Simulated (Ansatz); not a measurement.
# C2H7FSn, SMILES C[CH](F)[SnH3]: an atomisation energy

Run with Ansatz's Python interface.

`tae_c2h7fsn.py`:
```python
"""Energy to split C2H7FSn into its atoms."""

from collections import Counter
from dataclasses import dataclass

import ansatz as az


@dataclass
class Settings:
    basis_set: str = "def2-SVPD"
    xc: str = "r2scan"


settings = Settings()


def energy(molecule, charge=0, unpaired=0):
    calc = molecule.calculation().basis(gaussian=settings.basis_set).functional(settings.xc)
    if charge:
        calc = calc.charge(charge)
    if unpaired:
        calc = calc.spin("collinear", total=unpaired)
    return calc.run(threads=1, backend="cpu").report["free_energy_ev"]

GEOMETRY = """
C    -0.14520    1.25340    0.68570
C    -0.36300   -0.21590    0.70210
F    -1.73350   -0.53290    0.78440
Sn    0.52280   -1.06910   -1.09160
H    -0.72880    1.71700   -0.21750
H    -0.61020    1.75550    1.60250
H     0.91000    1.56240    0.60770
H     0.21720   -0.61430    1.57300
H    -0.39580   -0.41430   -2.43280
H     2.15170   -0.68090   -1.18040
H     0.24010   -2.81780   -1.01250
"""


def main() -> None:
    system = az.Crystal.molecule()
    for line in GEOMETRY.strip().splitlines():
        symbol, *xyz = line.split()
        system = system.atom(symbol, [float(v) for v in xyz])

    # Hund ground states
    unpaired = {"C": 2, "F": 1, "Sn": 2, "H": 1}
    counts = Counter(site.symbol for site in system.cartesian_sites)
    atom_energy = {s: energy(az.Crystal.molecule().atom(s, (0, 0, 0)), 0, unpaired[s]) for s in counts}
    whole = energy(system, 0, 0)
    for s, e in atom_energy.items():
        print(f"{s:2s} x{counts[s]}  {e:14.5f} eV")
    print(f"C2H7FSn: {whole:.5f} eV")
    split = sum(counts[s] * e for s, e in atom_energy.items()) - whole
    print(f"atomisation energy (no zero-point term): {split:.3f} eV, {split / sum(counts.values()):.3f} eV an atom")


if __name__ == "__main__":
    main()
```

Output of `python tae_c2h7fsn.py`:
```text
C  x2     -1028.27148 eV
F  x1     -2710.49451 eV
Sn x1     -5832.11368 eV
H  x7       -13.58417 eV
C2H7FSn: -10731.26763 eV
atomisation energy (no zero-point term): 37.027 eV, 3.366 eV an atom
```

37.027 eV from the electronic energies, without the zero-point term.

Total energies depend on the basis set; only differences at equal settings carry meaning. The geometry is a force-field or estimated start, not a minimum of this method, and the basis set is short of its limit. All parts are taken at fixed geometry, without zero-point energy. def2 sets replace the cores of elements past krypton by effective core potentials. The spin-orbit lowering of heavy atoms is left out. Finished in 12 s on 1 thread of Arm Neoverse V2, with other jobs on the host, peak memory 0.26 GiB.

(Lines on the test bed's own set-up are left out of the output.)
